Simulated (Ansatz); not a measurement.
## Be₄InCu, space group F-43m: a scan of one input key

Run with Ansatz's Python interface.

`edit_be4incu.py`
```python
"""Keys set on an Input object, for Be4InCu."""

import ansatz as az

ECUT = 470
KMESH = (4, 4, 4)
SIGMA = 0.1

lattice = az.Lattice.of(
    [0.0, 3.19204, 3.19204],
    [3.19204, 0.0, 3.19204],
    [3.19204, 3.19204, 0.0],
)
sites = [
    ("Be", [0.376301, 0.376301, 0.376301]),
    ("Be", [0.871096, 0.376301, 0.376301]),
    ("Be", [0.376301, 0.376301, 0.871096]),
    ("Be", [0.376301, 0.871096, 0.376301]),
    ("In", [0.0, 0.0, 0.0]),
    ("Cu", [0.75, 0.75, 0.75]),
]
crystal = az.Crystal(lattice=lattice)
for symbol, position in sites:
    crystal = crystal.atom(symbol, position)

calc = crystal.calculation()
calc = calc.functional(az.Functional.PBE).basis(ECUT, density_ratio=8)
calc = calc.kpoints(mesh=KMESH, shift=0.5)
calc = calc.occupations(az.OccupationsMethod.METHFESSEL_PAXTON, width=SIGMA).band_table()
typed = calc.input()
rows = []
for value in [1, 2, 3]:
    edited = typed.set(az.key.basis.xc_grid, value)
    r = az.Session.from_dict(edited).plan().execute().report
    rows.append((value, r["free_energy_ev"], r["n_iterations"], len(r["eigenvalues_ev"][0]) if "eigenvalues_ev" in r else 0))
for row in rows:
    print("; ".join(f"{name} = {round(v, 4) if isinstance(v, float) else v}" for name, v in zip(["xc grid", "F eV", "iterations", "bands listed"], row)))
```

```console
$ python edit_be4incu.py
DeckWarning: the atoms were moved onto the symmetric positions of the space group found under crystal.symmetry.tolerance 1.0e-5 (fractional; no operation is sought that the atoms, as they stand in a round, miss by more than twice it, and no atom is moved by as much as it), and the run uses the moved positions. Before a round's move an operation carried an atom to 3.01e-6 Å from where it should land, the largest such distance. Atom 0 (counting from 0) moved farthest, by 2.76e-6 Å; the longest [...]
DeckWarning: crystal.symmetry: narrowed to the stabiliser of the k-point mesh — unitary ops 24 → 6; excluded 18 operations that carry a point of the 4×4×4 mesh (shift [0.5, 0.5, 0.5]) off the mesh (the run samples exactly the mesh kpoints.mp_grid names, as under crystal.symmetry.detect: false, and its converged state has the mesh's symmetry, not the crystal's; ε∞, the Born charges and the force constants of a linear response (`dielectric:` by the response, `phonons.method: dfpt`) are averaged [...]
xc grid = 1; F eV = -12593.0823; iterations = 6; bands listed = 26
xc grid = 2; F eV = -12593.0823; iterations = 6; bands listed = 26
xc grid = 3; F eV = -12593.0823; iterations = 6; bands listed = 26
```
(Warnings from the package without file and line, shortened, repeats left out.)

Notes:
- These settings explore the input space; cutoff and mesh may be short of convergence.
- For a metal this k-point mesh is coarse: on a finer one energies can move by several to tens of meV an atom and pressures by half a GPa or more, differences at one mesh by less.
- This cell is a computed structure, which may not be the phase found in nature.
- Run time: 6.6 s on 1 thread of Intel(R) Xeon(R) 6975P-C (Granite Rapids), with other jobs on the host, peak memory 0.52 GiB.

(Lines on the test bed's own set-up are left out of the output.)
